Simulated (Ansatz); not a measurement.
# TaRu, space group P4/mmm: a projected density of states

Program: the Ansatz DFT code, driven from Python.

The script reads `POSCAR_taru`:
```text
TaRu
1.0
   3.05300000    0.00000000    0.00000000
   0.00000000    3.05300000    0.00000000
   0.00000000    0.00000000    3.38900000
Ta Ru
1 1
Direct
   0.50000000    0.50000000    0.50000000
   0.00000000    0.00000000    0.00000000
```

The cells in order, each with its output:

```python
import ansatz as az
from ase.io import read
import matplotlib.pyplot as plt
import numpy as np
```

```python
atoms = read("POSCAR_taru", format="vasp")
structure = az.Crystal.from_ase(atoms)
```

```python
[site.symbol for site in structure.resolved().sites]
```

    ['Ta', 'Ru']

```python
base = (
    structure.calculation()
    .basis(16 * az.Ha)
    .occupations("fermi_dirac", width=0.1)
    .kpoints(spacing=0.32)
    .functional("PBEsol")
    .scf(extra_bands=10)
    .density_of_states(projected=True, method="smearing", broadening_width=0.15, energy_step=0.1)
)
done = base.run()
summary = done.report

{key: value for key, value in summary.items() if isinstance(value, (int, float)) and "ev" in key}
```

    {'gap_by_band_count_ev': -2.6470874900771157,
     'fermi_energy_ev': 21.30069782497841,
     'harris_foulkes_ev': -15623.62620635368,
     'free_energy_ev': -15623.626206346726,
     'internal_energy_ev': -15623.569446373263,
     'lagrangian_ev': -15623.626206346726,
     'energy_sigma0_ev': -15623.597826359995,
     'lagrangian_sigma0_ev': -15623.597826359995,
     'lagrangian_above_aufbau_ev': -0.029524299403349174,
     'entropy_ts_ev': 0.056759973462228525,
     'loop_fermi_energy_ev': 21.30069782497841,
     'occupations_fermi_energy_ev': 21.30069782496778}

```python
done.lattice.cell_ang
```

    array([[3.053, 0.   , 0.   ],
           [0.   , 3.053, 0.   ],
           [0.   , 0.   , 3.389]])

```python
dos = done.density_of_states()
energy = np.asarray(dos.energies_ev) - dos.fermi_ev
curves = {}
for site in done.projected_density_of_states().sites:
    for shell in site.shells:
        weight = sum(np.sum(curve.g_bin_mean_per_ev, axis=0) for curve in shell.curves)
        name = f"{site.species} {shell.label}"
        curves[name] = curves.get(name, 0) + weight
```

```python
window = (energy > -10) & (energy < 4)
fig, ax = plt.subplots(figsize=(5.5, 3.5))
for name, g in curves.items():
    if g[window].max() > 0.05:
        ax.plot(energy[window], g[window], label=name, lw=1)
        print(f"{name:8s} peak {g[window].max():7.3f} states/eV at {energy[window][g[window].argmax()]:6.2f} eV")
ax.set(xlabel="E - E_F (eV)", ylabel="states/eV")
ax.legend(fontsize=7)
fig.tight_layout()
fig.savefig("pdos.png", dpi=100)
```

    Ta 6S    peak   0.444 states/eV at  -5.33 eV
    Ta 5D    peak   2.493 states/eV at   1.57 eV
    Ru 5S    peak   0.211 states/eV at  -5.33 eV
    Ru 4D    peak   2.706 states/eV at  -3.23 eV

Reading the output:
- Total energies depend on the potentials; only differences at equal settings carry meaning. A total without «per atom» is that of the cell as typed.
- For a metal this k-point mesh is coarse: on a finer one energies can move by several to tens of meV an atom and pressures by half a GPa or more, differences at one mesh by less.
- Only differences from the Fermi energy are physical; the zero of the scale is a convention.
- A gap by band count of zero or less means overlapping bands, a metal, and at an odd count of electrons it is no gap at all.
- Peaks are the largest values inside the energy window taken; deeper bands lie outside it.
- The starting cell is as deposited in a crystallographic database; the results hold for this polymorph, which needn't be the stable one.
- Levels are Kohn-Sham eigenvalues on this mesh, without spin-orbit coupling.
- Curves are summed over the cell's atoms. Only shells that the potentials hold have channels, so projections don't add up to the total, least of all where a shell is missing (p of most metals); heights and places of peaks move with the mesh.
- The density of states is complete only as far up as bands were computed.
- Run time: 5.4 s on 1 thread of Arm Neoverse N1, with other jobs on the host, peak memory 0.44 GiB.

(Lines on the test bed's own set-up are left out of the output.)
